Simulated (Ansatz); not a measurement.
# Ge2P: the cost of one run

The runs use Ansatz 0.2.0, Gaussian basis; cc-pVDZ, core rule «outside noble gas», up to 33 orbitals frozen.

To be run: UHF; CCSD(T) on UHF; BCCD(T) on ROHF; CISD as a restricted active space (open shells left free, so some higher excitations enter); CCSDT(Q) on ROHF; CCSDT(Q) on UHF.

23 further runs of the same task are left out: 4 for a known fault of the program, 12 that didn't finish, 7 set aside as unsound or not needed. Runs told in other sessions of the task aren't counted.

## (1) The geometry

The geometry is a PBE0/def2-TZVP stationary point (not a proven minimum) with its atoms shifted at random (size 0.100 Å). No spin-orbit coupling is included. The filled d shell of Ge may be among the frozen orbitals whatever the setting's name suggests.

3 atoms, charge 0, spin multiplicity 2.

Atoms are counted from 1 here; the program's logs count them from 0.

Bond lengths: Ge1–P2 2.174 Å, P2–Ge3 2.199 Å. Angles: Ge1–P2–Ge3 116.6°.

Geometry (Å):

```xyz
3

Ge    0.06535   -0.18863    1.85836
P    -0.09953    0.94114    0.00815
Ge   -0.02291   -0.21268   -1.86183
```

## (2) UHF

in.yaml

```yaml
crystal:
  periodic: [false, false, false]
  atoms:
    - {symbol: Ge, position_ang: [0.065346, -0.188626, 1.858357]}
    - {symbol: P, position_ang: [-0.099528, 0.941137, 0.008150]}
    - {symbol: Ge, position_ang: [-0.022907, -0.212676, -1.861832]}
basis:
  gaussian: {orbitals: cc-pVDZ}
magnetization: {spin_polarized: true, initial_magnetization: 1}
hamiltonian: {xc: hf}
output: {orbitals: {seedname: orbitals}}
```

The run is started by

```bash
ansatz run in.yaml --threads 1 --pin off --events-out ev --progress --plain --max-ram 2393MiB
```

Q: Estimate wall time and peak memory on 1 thread of Intel Xeon at 2.80GHz, shared host.

About 33 s, with a peak of 0.26 GiB.
